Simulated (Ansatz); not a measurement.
Working through a check of PAW against all-electron LAPW of Li, space group Fm-3m

Computed with Ansatz 0.2.0, Python API.

Notebook, run cell by cell (the value of a cell's last expression is shown):

**Cell 1**
```python
import ansatz as az
import numpy as np

XC = "pbesol"
SMEARING = "fermi_dirac"
KMESH = (8, 8, 8)
```

**Cell 2**
```python
def count_gap(report):
    # lowest empty less highest filled band, counting bands; zero where they overlap
    return max(report.get("gap_by_band_count_ev") or 0.0, 0.0)

cell = (
    az.Lattice.fcc(4.404)
    .space_group(225)
    .atom("Li", (0.0, 0.0, 0.0))
    .primitive()
)

len(cell.resolved().sites)
```
Output:
```text
1
```

**Cell 3**
```python
model = (
    cell.calculation()
    .functional(XC)
    .occupations(SMEARING)
    .kpoints(*KMESH)
    .stress()
    .forces()
    .band_table()
)
variants = {
    "PAW": model.pseudopotentials("paw"),
    "LAPW": model.pseudopotentials("all_electron", lapw=True),
}
# totals differ by the cores that each treatment holds, so compare what does not depend on them
rows = []
for label, variant in variants.items():
    report = variant.run(threads=1, backend="cpu").report
    levels = np.array(report["eigenvalues_ev"][0]) - report["fermi_energy_ev"]
    print(label, "levels at the first k-point near E_F:", np.round(levels[np.abs(levels) < 5], 3))
    rows.append((label, report["n_electrons"], np.trace(report["stress_gpa"]) / 3, count_gap(report)))
lines = [",".join(["treatment", "electrons in bands", "P GPa", "gap by band count eV"])] + [",".join(f"{v:.4f}" if isinstance(v, float) else str(v) for v in row) for row in rows]
print("\n".join(lines))
with open("paw_lapw.csv", "w") as handle:
    handle.write("\n".join(lines) + "\n")
```
Output:
```text
DeckWarning: basis.ecutwfc = 420 eV, auto-derived from the records' recommended cutoffs: set by Li (normal level)
PAW levels at the first k-point near E_F: [-3.415]
LAPW levels at the first k-point near E_F: [-3.414]
treatment,electrons in bands,P GPa,gap by band count eV
PAW,3.0000,-0.6439,0.0000
LAPW,3.0000,-0.6445,0.0000
```

PAW gives -0.644 GPa and LAPW -0.645 GPa, 0.001 GPa apart. They took 0.4 and 0.6 s of processor time.

Reading the output:
- The mesh is modest for a metal, so energies can be off by several to tens of meV an atom and pressures by half a GPa or more; differences at equal mesh fare better.
- A gap by band count of zero or less means overlapping bands, a metal, and at an odd count of electrons it is no gap at all.
- This isn't the structure that Li takes at ambient conditions.
- Gaps and levels are Kohn-Sham values on a finite set of k-points.
- Warnings are shown shortened and without file and line.
- Pressure is positive in compression; the treatments may keep other shells as core, so totals and counts of electrons can differ.
- It ran for 1.5 s on 1 thread of Arm Neoverse V1, with other jobs on the host, peak memory 0.32 GiB.

(A comment or docstring line of the script was reworded after the run, the code is as it ran; lines on the test bed's own set-up are left out of the output.)
